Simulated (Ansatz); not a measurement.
Predict the output of the script below (Ansatz 0.2.0, Python API).

The script, `run_fdcheck.py`:
```python
'''Forces and pressure of BiPt3 against finite differences of the energy with displaced atoms.'''

import ansatz as az
import numpy as np

XC = 'pbe'
VDW = 'D4'
SMEARING = 'cold'
SMEARING_WIDTH = 0.05
CUTOFF = 540
KGRID = (4, 4, 4)
SCF_TOL = 1e-09

vectors0 = np.array([
    [4.25324, 0.02633, -0.03359],
    [0.02633, 4.19078, -0.01819],
    [-0.03359, -0.01819, 4.15844],
])
sites = [
    ('Bi', (0.93, 0.99324, 0.96017)),
    ('Pt', (0.00067, 0.48436, 0.50186)),
    ('Pt', (0.53104, 0.0087, 0.50465)),
    ('Pt', (0.52125, 0.52256, 0.02322)),
]


def make_crystal(cell):
    crystal = az.Crystal(lattice=az.Lattice.of(cell))
    for symbol, position in sites:
        crystal = crystal.atom(symbol, position)
    return crystal


def main() -> None:
    def solve(crystal):
        return (
            crystal.calculation()
            .functional(XC, dispersion=VDW)
            .occupations(SMEARING, width=SMEARING_WIDTH)
            .basis(CUTOFF, xc_grid=2)
            .kpoints(*KGRID)
            .scf(tolerance=SCF_TOL)
            .forces()
            .stress()
            .run(threads=1)
        ).report


    centre = solve(make_crystal(vectors0))
    start = make_crystal(vectors0)
    # move one atom both ways along a Cartesian axis
    print(f'force on atom 1 along x: analytic {centre["forces_ev_ang"][1][0]:.4f} eV/A')
    for h in (0.004, 0.016):
        shift = np.eye(3)[0] * h @ np.linalg.inv(vectors0)
        plus, minus = (solve(start.move(1, to=np.array(sites[1][1]) + sign * shift))['lagrangian_ev'] for sign in (1, -1))
        print(f'  step {h} A: numerical {-(plus - minus) / (2 * h):.4f} eV/A')
    # P = -dF/dV; the difference feels the change of the plane-wave count with the cell
    volume = abs(np.linalg.det(vectors0))
    larger, smaller = (solve(make_crystal(vectors0 * (1 + sign * 0.005) ** (1 / 3)))['lagrangian_ev'] for sign in (1, -1))
    numerical = -(larger - smaller) / (0.01 * volume) * 160.21766
    print(f'pressure: analytic {np.trace(centre["stress_gpa"]) / 3:.3f}, numerical {numerical:.3f} GPa')


if __name__ == '__main__':
    main()
```

Output of `python run_fdcheck.py`:
```text
DeckWarning: output.stress: scf.convergence.dr2_threshold = 1e-9 eV is looser than the 4e-10 eV advised for a printed stress (1e-10 eV for each atom of the cell: 4). What an SCF threshold leaves in a [...]
force on atom 1 along x: analytic 1.0158 eV/A
  step 0.004 A: numerical 1.0158 eV/A
  step 0.016 A: numerical 1.0160 eV/A
pressure: analytic -0.176, numerical -0.172 GPa
```
(Warnings from the package without file and line, shortened.)

Notes:
- The run is spin-unpolarised.
- Dispersion corrections can be off by several per cent in the lattices of metals, and by several GPa in the pressure at a fixed cell.
- For a metal this k-point mesh is coarse: on a finer one energies can move by several to tens of meV an atom and pressures by half a GPa or more, differences at one mesh by less.
- Pressure is positive in compression.
- Spin-orbit coupling, which matters for elements this heavy, is left out.
- The cell is a database structure, distorted on purpose.
- The central difference errs as the square of the step, so the shorter step is the fairer test; what remains comes from the finite grid and the SCF threshold.
- Hardware and time: 91 s on 1 thread of Arm Neoverse V2, with other jobs on the host, peak memory 0.46 GiB.
